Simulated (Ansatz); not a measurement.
# GaNH4O2 (SMILES [NH2][Ga]([OH])[OH]) at 6 levels

Wanted: a comparison of 6 runs (HF/STO-3G, SVWN5/3-21G, B3LYP/aug-cc-pVDZ, MRCISD+Q(8,8)/ANO-RCC-VDZ, CCSD/6-31G*) of GaNH4O2. 

Program for the calculation: Ansatz 0.2.0.

2 further runs of the same task are left out: 2 set aside as unsound or not needed.

## Step 1: The molecule

GaNH4O2: 8 atoms, total charge 0, spin state singlet. SMILES: `[NH2][Ga]([OH])[OH]`. Geometry: relaxed at PBE0-D4/def2-TZVP. This is one conformer, not always the lowest.

Bond lengths: N1–Ga2 1.809 Å, Ga2–O3 1.777 Å, Ga2–O4 1.785 Å, N1–H5 1.007 Å, N1–H6 1.006 Å, O3–H7 0.960 Å, O4–H8 0.959 Å. Angles: N1–Ga2–O3 119.2°, N1–Ga2–O4 124.8°, O3–Ga2–O4 115.9°, Ga2–N1–H5 119.5°, Ga2–N1–H6 121.6°, Ga2–O3–H7 112.6°, Ga2–O4–H8 114.8°, H5–N1–H6 111.4°.

## Step 2: Energy and gradient at HF/STO-3G (run 1)

File job.yaml:

```yaml
crystal:
  periodic: [false, false, false]
  atoms:
    - {symbol: "N", position_ang: [-1.492100, 0.219900, 0.286200]}
    - {symbol: Ga, position_ang: [0.280500, 0.070800, -0.042300]}
    - {symbol: O, position_ang: [1.348200, 1.445900, 0.316200]}
    - {symbol: O, position_ang: [1.059800, -1.345600, -0.798200]}
    - {symbol: H, position_ang: [-1.827200, 0.968900, 0.869400]}
    - {symbol: H, position_ang: [-2.086100, -0.589000, 0.350800]}
    - {symbol: H, position_ang: [2.255200, 1.288100, 0.045800]}
    - {symbol: H, position_ang: [0.461800, -2.058900, -1.027800]}
basis:
  gaussian:
    orbitals: STO-3G
hamiltonian:
  xc: hf
accuracy: high
output:
  forces: true
  orbitals: {seedname: orbitals}
```

Launch:

```bash
$ ansatz run job.yaml --threads 1 --pin off --max-ram 2610MiB --events-out events.jsonl --progress --plain --runs-dir runs
```

The program printed:

```text
Warning: RAYON_NUM_THREADS=1 ignored (pool sized by the plan → 1); use --threads N
Functional definition: HF
  name "HF"
  exchange = exact_x
  correlation = 0
668 factors; integrals over basis functions are off by at most 3.4e-9 eV
mean field evaluation 1: about -57267.7034 eV, gradient 3.0e1 eV
mean field evaluation 2: about -57267.8260 eV, gradient 3.0e1 eV
mean field evaluation 4: about -57271.0965 eV, gradient 1.7e0 eV
mean field evaluation 8: about -57271.1134 eV, gradient 2.2e-2 eV
mean field -57271.11068297 eV, -2104.6744978459 hartree, gradient 2.5e-8 eV, S^2 0.000000; 0 other end points of the search recorded, 0 dependent functions left out
the calculation of the forces begins
reference -57271.11068297 eV, -2104.6744978459 hartree; 29, 29 occupied and 8, 8 virtual orbitals, 668 factors
Total energy: -57271.11068297 eV, -2104.6744978459 hartree
Atom 0 at    -1.492100     0.219900     0.286200 Å, force     5.672916    -0.216066    -1.278205 eV/Å
Atom 1 at     0.280500     0.070800    -0.042300 Å, force    -1.402716    -0.098841    -0.018813 eV/Å
Atom 2 at     1.348200     1.445900     0.316200 Å, force    -3.454982    -2.169651    -0.183353 eV/Å
Atom 3 at     1.059800    -1.345600    -0.798200 Å, force     0.017779     3.963061     1.727576 eV/Å
Atom 4 at    -1.827200     0.968900     0.869400 Å, force    -0.481376     0.284801     0.352703 eV/Å
Atom 5 at    -2.086100    -0.589000     0.350800 Å, force    -0.544142    -0.347974     0.139987 eV/Å
Atom 6 at     2.255200     1.288100     0.045800 Å, force     1.415678    -0.444324    -0.512200 eV/Å
Atom 7 at     0.461800    -2.058900    -1.027800 Å, force    -1.223157    -0.971006    -0.227694 eV/Å
Dipole moment:    -0.208467    -0.262864     0.073879 e Å
```

It took 1.7 s on 1 thread of Intel Xeon Platinum 8375C at 2.90GHz (Ice Lake), shared host.

## Step 3: Energy and gradient at SVWN5/3-21G (run 2)

File in.yaml:

```yaml
crystal:
  periodic: [false, false, false]
  atoms:
    - {symbol: "N", position_ang: [-1.492100, 0.219900, 0.286200]}
    - {symbol: Ga, position_ang: [0.280500, 0.070800, -0.042300]}
    - {symbol: O, position_ang: [1.348200, 1.445900, 0.316200]}
    - {symbol: O, position_ang: [1.059800, -1.345600, -0.798200]}
    - {symbol: H, position_ang: [-1.827200, 0.968900, 0.869400]}
    - {symbol: H, position_ang: [-2.086100, -0.589000, 0.350800]}
    - {symbol: H, position_ang: [2.255200, 1.288100, 0.045800]}
    - {symbol: H, position_ang: [0.461800, -2.058900, -1.027800]}
basis:
  gaussian:
    orbitals: 3-21G-spherical.json
magnetization:
  spin_polarized: false
accuracy: high
output: {forces: true, orbitals: {seedname: orbitals}}
hamiltonian:
  xc: {name: SVWN5}
```

The basis set 3-21G is read from a file made from the Basis Set Exchange's data (not shown).

Launch:

```bash
$ ansatz run in.yaml --threads 1 --pin off --max-ram 2610MiB --events-out events.jsonl --progress --plain --runs-dir runs
```

The program printed, shortened:

```text
Warning: RAYON_NUM_THREADS=1 ignored (pool sized by the plan → 1); use --threads N
Functional definition: SVWN5
  name "SVWN5"
[...]
1131 factors; integrals over basis functions are off by at most 1.3e-8 eV
[...]
mean field -57617.92268684 eV, -2117.4196039105 hartree, gradient 2.0e-8 eV, S^2 0.000000; 0 other end points of the search recorded, 0 dependent functions left out
[...]
reference -57617.92269103 eV, -2117.4196040645 hartree; 29, 29 occupied and 28, 28 virtual orbitals, 1131 factors
Total energy: -57617.92269103 eV, -2117.4196040645 hartree
Atom 0 at    -1.492100     0.219900     0.286200 Å, force     2.379237    -0.302031    -0.375953 eV/Å
Atom 1 at     0.280500     0.070800    -0.042300 Å, force     0.168255     0.250548    -0.129176 eV/Å
Atom 2 at     1.348200     1.445900     0.316200 Å, force    -2.815288    -1.074330     0.154132 eV/Å
Atom 3 at     1.059800    -1.345600    -0.798200 Å, force     0.397032     2.728486     1.185552 eV/Å
Atom 4 at    -1.827200     0.968900     0.869400 Å, force    -0.270643     0.811664     0.331437 eV/Å
Atom 5 at    -2.086100    -0.589000     0.350800 Å, force    -0.591300    -0.696692    -0.130569 eV/Å
Atom 6 at     2.255200     1.288100     0.045800 Å, force     1.862866    -0.222228    -0.505581 eV/Å
Atom 7 at     0.461800    -2.058900    -1.027800 Å, force    -1.130158    -1.495417    -0.529842 eV/Å
Dipole moment:    -0.339211    -0.367304     0.078229 e Å
```

It took 3.6 s on 1 thread of Intel Xeon Platinum 8375C at 2.90GHz (Ice Lake), shared host.

Runs 3 to 5 aren't shown in full; the table further down has their settings and results.

## Step 4: Energy and forces at CCSD/6-31G(d) (spherical functions) (run 6)

File run.yaml:

```yaml
crystal:
  periodic: [false, false, false]
  atoms:
    - symbol: "N"
      position_ang: [-1.492100, 0.219900, 0.286200]
    - symbol: Ga
      position_ang: [0.280500, 0.070800, -0.042300]
    - symbol: O
      position_ang: [1.348200, 1.445900, 0.316200]
    - symbol: O
      position_ang: [1.059800, -1.345600, -0.798200]
    - symbol: H
      position_ang: [-1.827200, 0.968900, 0.869400]
    - symbol: H
      position_ang: [-2.086100, -0.589000, 0.350800]
    - symbol: H
      position_ang: [2.255200, 1.288100, 0.045800]
    - symbol: H
      position_ang: [0.461800, -2.058900, -1.027800]
basis:
  gaussian:
    orbitals: 6-31G_st_-spherical.json
correlation:
  method: ccsd
  frozen_orbitals: {Ga: 9, H: 0, "N": 1, O: 1}
accuracy: high
scf:
  omitted_lower_state_checks: [cluster_reference, increment]
output: {forces: true, orbitals: {seedname: orbitals}}
```

The basis set 6-31G* is read from a file made from the Basis Set Exchange's data (not shown).

Launch:

```bash
$ ansatz run run.yaml --threads 1 --pin off --max-ram 2610MiB --events-out events.jsonl --progress --plain --runs-dir runs
```

The program printed:

```text
Warning: RAYON_NUM_THREADS=1 ignored (pool sized by the plan → 1); use --threads N
[... 11 lines left out ...]
12 core orbitals not correlated: weight in the atoms' cores, before any rotation towards them, 1.000 or more for the frozen orbitals, at most 0.000 for the correlated occupied ones
[... 26 lines left out ...]
Total energy: -57968.21088852 eV, -2130.2924578886 hartree
[... 8 lines left out ...]
Dipole moment:    -0.354842    -0.341087     0.080461 e Å
Checks for a lower state left out: cluster_reference, increment
```

Wall time 41 s (1 thread of Intel Xeon Platinum 8375C at 2.90GHz (Ice Lake), shared host); peak memory 0.57 GiB.

## Step 5: The series

```
run                                                                         level      task  orbitals optimised   energy (Eh)  dipole moment (D)  HOMO energy (eV)  LUMO energy (eV)  wall time
  1                                                                     HF/STO-3G  gradient                   –  -2104.674498               1.65             -7.59              7.18      1.7 s
  2                                                                   SVWN5/3-21G  gradient                   –  -2117.419604               2.43             -5.15             -1.01      3.6 s
  3                                                             B3LYP/aug-cc-pVDZ  gradient                   –  -2132.595990               2.11             -7.43             -1.35       26 s
  4                                             MRCISD+Q(8,8)/ANO-RCC-VDZ (sfX2C)    energy                 yes  -2149.321537                  –                 –                 –    1.9 min
  5  CCSD/6-31G* (density fitting with def2-universal-jkfit, spherical functions)  gradient                   –  -2130.292251               2.40                 –                 –       11 s
  6                                             CCSD/6-31G* (spherical functions)  gradient                   –  -2130.292458               2.40            -11.05              2.44       41 s
```

## Step 6: Results

| quantity | value |
| --- | --- |
| run 6: total energy | -2130.29246 Eh |
| run 6: dipole moment (correlated density) | 2.40 D |
| run 6: HOMO energy (Hartree–Fock orbitals) | -11.05 eV |
| run 6: LUMO energy (Hartree–Fock orbitals) | 2.44 eV |
| run 6: HOMO–LUMO gap (Hartree–Fock orbitals) | 13.49 eV |
| run 6: correlation energy (12 core orbitals frozen) | -768.7 mEh |
| run 6: T1 diagnostic | 0.014 |
| run 6: largest force on an atom | 0.629 eV/Å |

In words: Over runs 1, 2, 3, 5, 6 the dipole moment (its size) runs from 1.65 D (HF/STO-3G) to 2.43 D (SVWN5/3-21G). The two ends differ in method and basis. Over runs 1, 2, 3 the HOMO–LUMO gap runs from 4.15 eV (SVWN5/3-21G) to 14.78 eV (HF/STO-3G). Totals of different functionals can't be ranked against each other. Some runs of one species differ in core potentials or relativity; totals across that change don't compare. In run 1 the basis is minimal, so the values are rough. All runs together took 3.3 min, the longest 1.9 min.
